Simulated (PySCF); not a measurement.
# C9H7Cl: the cost of one run

Programs: PySCF 2.14.0, with density-fitted response routines of our own. Each step states its level of theory. These are calculated values for one molecule, in the gas phase or a continuum, unless marked as measured. Atoms are numbered from 0 throughout.

## (1) Starting geometry

17 atoms, charge 0, multiplicity 1; geometry from: GFN2-xTB. The atoms were then displaced at random by about 0.01 Å, so the start is not that level's minimum.

Bonds of the start (Å): C0–C1 1.20, C1–C2 1.43, C2–C3 1.42, C3–C4 1.21, C2–C5 1.55, C5–C6 1.46, C6–C7 1.32, C7–C8 1.49, C8–Cl9 1.81, C6–C2 1.51, C0–H10 1.04, C4–H11 1.05, C5–H12 1.08, C5–H13 1.09, C7–H14 1.08, C8–H15 1.08, C8–H16 1.10.

## (2) Relaxing the molecule at PBE0-D3(BJ)/def2-SVP

Job settings and geometry (Å):

```
{"job": {"xc": "PBE0", "basis": "def2-SVP", "d3": "d3bj", "grid": 1, "shake": 0.01, "kind": "geom"}, "charge": 0, "multiplicity": 1}
C     -2.401440    -2.049600    -0.693840
C     -1.830470    -1.051120    -0.351080
C     -1.127660     0.118700     0.069180
C     -1.629070     1.362490    -0.391440
C     -2.132640     2.385760    -0.786120
C     -0.441680     0.100680     1.459270
C      0.373190     0.017470     0.245810
C      1.548830    -0.053510    -0.344720
C      2.810660    -0.141920     0.438340
Cl     3.528020    -1.787370     0.216160
H     -2.953240    -2.881930    -0.997850
H     -2.534420     3.296450    -1.109290
H     -0.467410     1.025690     2.021600
H     -0.580310    -0.795040     2.064800
H      1.606130    -0.109040    -1.417650
H      2.660050     0.005410     1.496010
H      3.554940     0.568690     0.039380
```

Command:

```console
OMP_NUM_THREADS=1 python probes_run.py task.json out
```

One launch serves the whole session: the jobs run in the order shown.

**Question.** How long does this first job take on 1 thread of Intel Xeon 6975P-C, shared host, and how much memory does it need?

About 76 s, with a peak of 0.86 GiB.
